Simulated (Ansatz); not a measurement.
**CH₅BInN: basis-set convergence**

How large a basis does CH₅BInN need? Two functionals are run in growing sets.

Program: Ansatz 0.2.0, Gaussian basis. Level of theory: one geometry, several basis sets. These are calculated values, not measurements.

Levels to be run: PBE0-D4/def2-SVP; ωB97M-V/def2-SVP; PBE0-D4/def2-QZVPP; ωB97M-V/def2-QZVPP; the functionals' def2-TZVPP values are taken from earlier runs.

1 further run of the same task is left out (for a known fault of the program).

### 1 Structure used throughout

The geometry comes from an earlier relaxation with PBE0-D4 in a triple-zeta def2 set; it is a stationary point, not always the lowest conformer. In takes the def2 core potential; no spin-orbit term is included.

SMILES `[InH2][B]1CN1`, 9 atoms, charge 0, spin multiplicity 1.

Atoms are counted from 1 here; the program's logs count them from 0.

Bond lengths: In1–B2 2.215 Å, In1–H5 1.729 Å, In1–H6 1.729 Å, B2–C3 1.586 Å, B2–N4 1.347 Å, C3–N4 1.450 Å, C3–H7 1.089 Å, C3–H8 1.089 Å, N4–H9 1.003 Å. Angles: B2–In1–H5 122.0°, B2–In1–H6 122.0°, H5–In1–H6 116.0°, In1–B2–C3 152.4°, In1–B2–N4 149.1°, C3–B2–N4 58.6°, B2–C3–N4 52.4°, B2–C3–H7 120.9°, B2–C3–H8 120.9°, N4–C3–H7 117.1°, N4–C3–H8 117.1°, H7–C3–H8 114.1°, B2–N4–C3 69.0°, B2–N4–H9 155.3°, C3–N4–H9 135.7°.

### 2 PBE0-D4 in def2-SVP

File in.yaml:

```yaml
crystal:
  periodic: [false, false, false]
  atoms:
    - {symbol: In, position_ang: [-0.987263, 1.616834, -1.024402]}
    - {symbol: B, position_ang: [-0.053286, -0.049431, 0.096705]}
    - {symbol: C, position_ang: [1.114772, -1.092277, 0.349677]}
    - {symbol: N, position_ang: [-0.108296, -0.933172, 1.111969]}
    - {symbol: H, position_ang: [-2.016527, 1.340252, -2.386480]}
    - {symbol: H, position_ang: [-0.679783, 3.272499, -0.630355]}
    - {symbol: H, position_ang: [1.205515, -1.989646, -0.261014]}
    - {symbol: H, position_ang: [2.042785, -0.787603, 0.831758]}
    - {symbol: H, position_ang: [-0.517897, -1.377456, 1.912142]}
basis:
  gaussian: {orbitals: def2-SVP}
hamiltonian: {xc: pbe0, dispersion: d4}
output: {orbitals: {seedname: orbitals}}
```

The run is started by

```
$ ansatz run in.yaml --threads 2 --pin off --events-out ev --progress --plain --max-ram 4352MiB
```

The runs that follow: ωB97M-V in def2-SVP; PBE0-D4 in def2-QZVPP; ωB97M-V in def2-QZVPP.

**Question.** What will the summary of the whole plan be? Wanted: PBE0-D4: double and triple zeta above quadruple; ωB97M-V: double and triple zeta above quadruple.

The runs gave:

| quantity | value |
| --- | --- |
| PBE0-D4: double and triple zeta above quadruple | 4.02, 0.24 eV |
| ωB97M-V: double and triple zeta above quadruple | 4.20, 0.22 eV |

What this shows: For PBE0-D4 the step from double to triple zeta gains 3.79 eV and the next only 0.24 eV. Total energies overstate the basis error of differences, where much of it tends to cancel.
